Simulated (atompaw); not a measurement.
**Gold: generating and testing a PAW (atompaw) potential**

Do these settings give a usable potential? It is generated, then checked for scattering, ghosts and hardness.

Method: atompaw 4.2.0.5, PBEsol, scalar-relativistic.

### 1 Settings

Typed settings, in words:

```json
{
  "element": "gold (Au, Z = 79)",
  "type": "PAW",
  "frozen core": "[Kr] 4d10",
  "valence charge": "33",
  "reference configuration": "4f14 5s2 5p6 5d10 6s1 6p0",
  "partial waves": "5s (bound): rc 1.20 bohr; 6s (bound): rc 2.40 bohr; 5p (bound): rc 1.55 bohr; 6p (bound, empty): rc 2.40 bohr; 5d (bound): rc 2.40 bohr; 5d channel at 0.15 Ry: rc 2.40 bohr; 4f (bound): rc 0.65 bohr; 4f channel at -4.8 Ry: rc 0.65 bohr",
  "local potential": "troulliermartins scheme with l = 4 at 0 Ry, radius 1.90 bohr",
  "core correction": "smooth core density matched at 1.45 bohr",
  "augmentation charge": "besselshape compensation charge, radius 1.75 bohr; PAW radius 2.40 bohr; waves and projectors: custom rrkj gramschmidtortho"
}
```

The outer shells as boxes (Hund's rule for the drawing; the calculation is spin-unpolarised):

```
[Kr] core
4d [↑↓][↑↓][↑↓][↑↓][↑↓]
4f [↑↓][↑↓][↑↓][↑↓][↑↓][↑↓][↑↓]
5s [↑↓]
5p [↑↓][↑↓][↑↓]
5d [↑↓][↑↓][↑↓][↑↓][↑↓]
6s [↑ ]
6p [  ][  ][  ]
```

An earlier all-electron run gives the scale for the radii.

All-electron outer shells of the reference configuration (PBEsol, scalar-relativistic, ld1.x):

```json
{"shell": "4p", "level (eV)": "-546.00", "outermost node (bohr)": "0.22", "outermost maximum (bohr)": "0.40"}
{"shell": "4d", "level (eV)": "-325.75", "outermost node (bohr)": "0.20", "outermost maximum (bohr)": "0.41"}
{"shell": "5s", "level (eV)": "-108.44", "outermost node (bohr)": "0.48", "outermost maximum (bohr)": "0.84"}
{"shell": "4f", "level (eV)": "-81.19", "outermost node (bohr)": "–", "outermost maximum (bohr)": "0.37"}
{"shell": "5p", "level (eV)": "-59.80", "outermost node (bohr)": "0.52", "outermost maximum (bohr)": "0.96"}
{"shell": "5d", "level (eV)": "-6.90", "outermost node (bohr)": "0.56", "outermost maximum (bohr)": "1.21"}
{"shell": "6s", "level (eV)": "-5.80", "outermost node (bohr)": "1.11", "outermost maximum (bohr)": "2.32"}
{"shell": "6p", "level (eV)": "-0.70", "outermost node (bohr)": "1.32", "outermost maximum (bohr)": "3.55"}
```

### 2 The generation run

Contents of Au.input:

```
Au 79
GGA-PBESOL scalarrelativistic loggrid 2001 logderivrange -10 5 376
6 6 5 4 0 0
6 0 1
6 1 0
0 0 0
c
c
c
c
v
v
c
c
c
v
v
c
c
v
v
3
2.40 1.75 1.90 1.45
n
n
y
0.15
n
y
-4.8
n
custom rrkj gramschmidtortho besselshape
4 0 troulliermartins
1.20
2.40
1.55
2.40
2.40
2.40
0.65
0.65
PWSCFOUT
UPFDX 0.0125d0 UPFXMIN -7.d0 UPFZMESH 79.d0
END
```

Started as:

```
$ atompaw < Au.input > Au.log
```

What does the calculation give? Wanted: cutoffs; bound ghosts; largest phase difference near zero energy, channels read; lowest eigenvalue of the overlap; share of valence orbitals outside the PAW sphere; UPF file.

The runs gave:

| quantity | value |
| --- | --- |
| cutoffs | not determined |
| bound ghosts | d at -8.59 eV |
| largest phase difference near zero energy, channels read | 3.030 rad |
| lowest eigenvalue of the overlap (Bessel basis) | 0.180 (d) |
| share of valence orbitals outside the PAW sphere | 5s 0 %, 6s 61 %, 5p 0 %, 6p 92 %, 5d 13 %, 4f 0 % |
| UPF file | written |

**Reading.** A bound ghost (d) makes it unfit for use: electrons can fall into a state that the atom doesn't have. Even at 400 Ry an occupied level stays 7 mRy from its reference, so no cutoffs are read. Near zero energy the largest phase difference among the channels read is 3.03 rad, in the d channel. A step near π is an extra or missing state, not a misfit of shape. The pseudo curves have a pole with no partner nearby in the atom's: d at -0.62 Ry.
